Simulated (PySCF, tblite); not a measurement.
**C₆H₁₆AlP: geometry, infrared bands and NMR shifts**

Wanted: the infrared bands and NMR shifts of C₆H₁₆AlP (`C[P+]1([AlH3-])CCCCC1`), by calculation.

Programs: tblite 0.8.0 and PySCF 2.14.0, with density-fitted response routines of our own. Each step states its level of theory. These are calculated values for one molecule in the gas phase, unless marked as measured. Atoms are numbered from 0 throughout.

### 1 The molecule as given

24 atoms, charge 0, multiplicity 1; geometry from: force field or distance geometry start.

Bonds of the start (Å): C0–P1 1.80, P1–Al2 2.29, P1–C3 1.82, C3–C4 1.54, C4–C5 1.54, C5–C6 1.54, C6–C7 1.53, C7–P1 1.81, C0–H8 1.11, C0–H9 1.12, C0–H10 1.11, Al2–H11 1.59, Al2–H12 1.60, Al2–H13 1.60, C3–H14 1.12, C3–H15 1.11, C4–H16 1.11, C4–H17 1.12, C5–H18 1.11, C5–H19 1.12, C6–H20 1.10, C6–H21 1.11, C7–H22 1.10, C7–H23 1.10.

### 2 Optimising the geometry with GFN2-xTB

What the job is given:

```
{"job": {"kind": "relax", "xc": "GFN2-xTB", "basis": "xTB"}, "charge": 0, "multiplicity": 1}
C     -1.915100     1.781800    -0.500200
P     -0.818900     0.390200    -0.194800
Al    -1.999500    -1.570600    -0.265600
C     -0.010200     0.579400     1.423800
C      1.162800    -0.406900     1.562800
C      2.196200    -0.219600     0.431000
C      1.642000    -0.586500    -0.955000
C      0.537200     0.367900    -1.400900
H     -1.341600     2.728000    -0.457900
H     -2.725000     1.804000     0.276300
H     -2.385700     1.672700    -1.504900
H     -1.413200    -2.503400    -1.415800
H     -1.901400    -2.310800     1.148600
H     -3.534500    -1.237900    -0.587400
H     -0.753800     0.388000     2.238200
H      0.358700     1.615200     1.545800
H      1.663500    -0.231800     2.537100
H      0.786100    -1.456900     1.551500
H      3.070400    -0.873700     0.653700
H      2.575000     0.832000     0.432900
H      2.464200    -0.539600    -1.688800
H      1.260400    -1.631900    -0.936300
H      0.136400     0.046900    -2.375800
H      0.934500     1.383200    -1.510600
```

On the command line:

```sh
> OMP_NUM_THREADS=1 python probes_run.py task.json out
```

The driver reads the jobs from task.json and runs them one after another.

**Question.** This job is followed by: GFN2-xTB harmonic vibrations, gas phase; GIAO PBE0/pcSseg-1 NMR shielding, non-relativistic, gas phase. Predict these results of the whole session: strongest single infrared mode (GFN2-xTB); zero-point energy (GFN2-xTB); 13C shifts against TMS (PBE0/pcSseg-1, means over atoms taken as alike); 1H shifts against TMS (PBE0/pcSseg-1, means over atoms taken as alike); 31P shifts against H3PO4 (PBE0/pcSseg-1); 27Al shifts against AlH4- (PBE0/pcSseg-1).

The runs gave:

| quantity | value |
| --- | --- |
| strongest single infrared mode (GFN2-xTB) | 746 cm⁻¹, 707 km/mol |
| zero-point energy (GFN2-xTB) | 122.4 kcal/mol |
| 13C shifts against TMS (PBE0/pcSseg-1, means over atoms taken as alike) | 31.4, 30.7, 27.1, 15.1 ppm |
| 1H shifts against TMS (PBE0/pcSseg-1, means over atoms taken as alike) | 3.83, 2.09, 2.02, 2.00, 1.83, 1.29, 1.25, 1.03 ppm |
| 31P shifts against H3PO4 (PBE0/pcSseg-1) | -57.6 ppm |
| 27Al shifts against AlH4- (PBE0/pcSseg-1) | 33.6 ppm |

In words: The optimisation took 72 steps and gained 0.664 eV; among the close pairs (by a distance rule), P1–Al2 changed most, from 2.290 to 2.488 Å. The lowest mode is imaginary (51i cm⁻¹), so the xTB geometry is not a minimum. Unscaled tight-binding wavenumbers are off by several per cent, some by more. Its intensities can rank the bands wrongly. At PBE0/pcSseg-1: The widest tensor belongs to P1: span 47 ppm, with a paramagnetic part of -594 ppm.
